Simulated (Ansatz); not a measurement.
# TaV (Cmmm) in Ansatz: notebook, part 2 of 2

Ansatz 0.2.0. The steps go on from the part before.

## (4) Single point, PBE, collinear spin, ferromagnetic start

Contents of input.yaml:

```yaml
crystal:
  lattice:
    - [1.6067, -2.307775, 0.0]
    - [1.6067, 2.307775, 0.0]
    - [0.0, 0.0, 4.341361]
  atoms:
    - { symbol: Ta, position: [0.0, 0.0, 0.0] }
    - { symbol: V, position: [0.5, 0.5, 0.5], spin: 1.0 }
hamiltonian:
  xc: pbe
  pseudopotentials: { kind: paw }
magnetization:
  spin_polarized: true
  initial_magnetization: 1.0
  spin_locking: { lock_magnetization: hard }
kpoints:
  mp_grid: { grid: [8, 8, 5] }
scf:
  occupations: { method: fermi_dirac, width: 0.05 }
  lower_state_search: "off"
output:
  forces: true
  stress: true
  eigenvalues: true
```

Potentials or basis: Ansatz PAW.

Command:

```bash
$ ansatz run input.yaml --threads 2 --pin off --max-ram 5632MiB --backend cpu --events-out ev --progress --plain --runs-dir out
```

Log:

```text
Warning: output.stress: scf.convergence.dr2_threshold = 1e-7 eV (the SCF's general default) is looser than the 2e-10 eV advised for a printed stress (1e-10 eV for each atom of the cell: 2). What an SCF threshold leaves in a stress goes as its square root, and in the free energy as the threshold itself, and one threshold admits the most on a small cell: of the crystals measured, under no hybrid functional and no lock of the moments, on runs that ended without the residual-converged pass, on stresses that held no estimate of that error, the worst erred by over 100 MPa in a component at 1e-7 eV an atom and by under 5 at 1e-10. Set scf.convergence.dr2_threshold to 2e-10 eV or tighter. The threshold is an SCF's pass mark: one that does not reach it within its budget of iterations ends unconverged, or closes short of it on a stop that the run arms, and scf.convergence.dr2_threshold's page says what that costs each kind of run
Warning: RAYON_NUM_THREADS=2 ignored (pool sized by the plan → 2); use --threads N
Engine: ansatz 0.2.0, aarch64-unknown-linux-gnu
Pseudopotentials: kind: paw
Pseudopotential: Ta, paw, valence charge 13, recommended cutoff 420 eV (normal), Ta.paw.azcp
Pseudopotential: V, paw, valence charge 13, recommended cutoff 420 eV (normal), V.paw.azcp
Functional definition: PBE
  parameter kappa = 0.804
  parameter beta = 0.06672455060314922
  exchange = pbe_x(kappa = kappa, mu = beta*pi^2/3)
  correlation = pbe_c(beta = beta)
Crystal: 2 atoms, lattice volume = 32.195 Å³
Basis set: ecut = 420 eV, 633 PW (Γ), exchange–correlation on 40×40×60 points (8 copies of the dense FFT grid, shifted against one another)
Bands: 18, of which v1, the nominal top of the filled ones, is band 13 counted from 1 (12 counted from 0)
Symmetry: 8 space group operations
Space group: Cmmm (ITA 65), of the structure as read, at distance tolerance 3.2e-5 Å
Magnetic group: BNS 65.481 (UNI 579), of the structure as read, at distance tolerance 3.2e-5 Å
k-points: 63 of 320
Non-local potential: Ta, projectors of the file, l = 0: 3, l = 1: 2, l = 2: 2, l = 3: 1
Non-local potential: V, projectors of the file, l = 0: 3, l = 1: 2, l = 2: 3, l = 3: 1
PAW form: soft (Blöchl's): semilocal exchange-correlation on the pseudo side does not see the compensation charge
PAW one-centre angular grid: Ta, 590 points (default); XC on 64 Gauss nodes
PAW one-centre angular grid: V, 590 points (default); XC on 64 Gauss nodes
Initial density: superposition of atomic densities (chi_scale 0.1, normalization cell)
Starting moments: Σ|m| = 1 μB on 1 of 2 sites
Initial wavefunctions: pseudopotential atomic-orbital guess
Functional: x = pbe(κ = 0.804, μ = 0.2195149727645171), c = pbe(β = 0.06672455060314922)
[... 13 lines left out ...]
SCF iter  12: F=-12844.474737 eV  HF=-12844.474737 eV  |F-HF|=7.02e-9  |Δ(HF+E_count)|=   1.68e-8  Δρ=2.50e-6 (↑1.96e-6 ↓2.50e-6)  dr2=8.37e-9  dr2_m=3.61e-10  M=1.000 μB ∫|m|=1.003 μB  ethr=1.85e-10  ⟨swp⟩=2.0  Hψ=6585  notcnv=0
SCF 1 converged in 12 iterations: F = -12844.474737 eV  dr2 = 8.37e-9
SCF converged after 12 iterations
Stability checked in part: among states of this total moment the steps that led to this state did not find it unstable. No probe was made; neither looks for a lower state of another moment (fixed_total_moment; see scf.lower_state_search)
Magnetization: 1.0000 μB (13.5000 up, 12.5000 down)
Absolute magnetization: 1.0024 μB (∫|ρ↑−ρ↓|, with the PAW one-centre terms)
Spin contamination: 0.0150 ħ² per cell (⟨S²⟩ above its minimum at these occupations)
Per-site moments (μB) at R_I (Å): [(0.05651005134803752, 1.1140050121517067), (0.7165846326717713, 1.1140050121517067)]
Free energy (F): -12844.474737 eV
Harris-Foulkes:  -12844.474737 eV  (|F-HF|=7.02e-9)
Internal energy: -12844.452138 eV  (E = F + TS)
E sigma→0 (E₀):  -12844.463437 eV
Entropy (-TS):   -0.022599 eV (-11.299 meV/atom)
Fermi energy:    17.388142 (↑ 17.520375, ↓ 17.255909) eV
--- Per-component energies (eV) ---
  E_band       = -255.621291
  E_kinetic    = 701.791660
  E_local      = -1502.658697  (includes V_loc(G=0)·N_el)
  E_nonlocal   = -30.192872
  E_hartree    = 627.637357
  E_xc         = -348.729436
  E_vxc        = -369.172881  (∫ρ·V_xc dr)
  E_paw        = -9509.431854  (= ΣΔE_a)
  E_vpaw       = -310.661313  (= ΣTr[D̂ρ^β])
  E_aug_tail   = 0.000428  (compensation charges beyond the density's cutoff)
  E_ewald      = -2782.868723
  E_smearing   = -0.022599  (= −TS)
  E_closure    = 0.000000  (closes the sum)
  Σ components = -12844.474737   (vs F -12844.474737, Δ=0.00e0)
--- Forces (eV/Å), atoms counted from 1 ---
  atom   1  Ta    -0.00000000     0.00000000     0.00000000
  atom   2  V     -0.00000000     0.00000000     0.00000000
  max |Σ_I F_I| component: 6.41e-30 eV/Å
--- Stress (GPa, compression-positive) ---
        0.317508       0.000000       0.000000
        0.000000       0.276037       0.000000
        0.000000       0.000000       1.420816
  P = ⅓ Tr σ = 0.6715 GPa (6.715 kbar)
--- Band table (eV; the first three rows and the last of 126) ---
  k-point 0 ↑: bands = ["-49.6305", "-46.7416", "-20.6153", "-20.4565", "-20.3987", "-16.2048", "-15.7660", "-15.5615", "9.8345", "13.4821", "15.8099", "17.0481", "17.5003", "17.9448", "19.0425", "19.2701", "19.3135", "21.3556"]
  k-point 1 ↑: bands = ["-49.6298", "-46.7426", "-20.5986", "-20.4547", "-20.3987", "-16.2343", "-15.7701", "-15.5614", "10.2434", "13.5079", "15.9800", "17.3787", "17.5443", "17.6968", "18.1762", "19.0107", "19.3313", "21.1184"]
  k-point 2 ↑: bands = ["-49.6287", "-46.7443", "-20.5711", "-20.4519", "-20.3986", "-16.2822", "-15.7768", "-15.5612", "11.2102", "13.2062", "16.4514", "17.1032", "17.2424", "17.6105", "18.1541", "18.6813", "18.9601", "20.7791"]
  k-point 62 ↓: bands = ["-49.4763", "-46.0025", "-20.1109", "-19.9239", "-19.8206", "-16.7164", "-16.2133", "-16.0271", "14.0284", "14.8670", "15.6650", "16.5048", "17.6304", "18.8565", "19.3941", "20.1456", "20.6461", "23.9070"]
```

It took 2.5 s on 2 threads of Arm Neoverse V2, shared host; peak memory 0.34 GiB.

Results:

```
Free energy     : -12844.4747 eV
Pressure        : 0.7 GPa
Net moment      : 1.00 μB per cell
Absolute moment : 1.00 μB per cell
Site moments    : Ta +0.06; V +0.72 μB
```

Stress tensor (GPa, compression positive):
```
0.32 0.00 0.00
0.00 0.28 0.00
0.00 0.00 1.42
```

Caveat: the total moment is fixed, so each spin has its own Fermi level; the thresholds are loose for stress. The run has no spin-orbit coupling, so splittings on Ta are missing.

## (5) The runs side by side

| spin | fixed moment (μB) | pressure (GPa) | moment (μB) |
| --- | --- | --- | --- |
| collinear, program default start | 0.0 | -0.7 | 0.00 |
| collinear, ferromagnetic start | 0.5 | -0.4 | 0.50 |
| collinear, ferromagnetic start | 1.0 | 0.7 | 1.00 |

Alike in all rows: task single point; level PBE; potentials or basis Ansatz PAW; cell as given; k mesh 8 × 8 × 5; cutoff (eV) 420; smearing fermi-dirac 0.05 eV.

Caveats: the total moment is fixed, so each spin has its own Fermi level; the thresholds are loose for stress.

Total energies depend on the potentials used, so only differences within one code and one set of settings carry meaning.
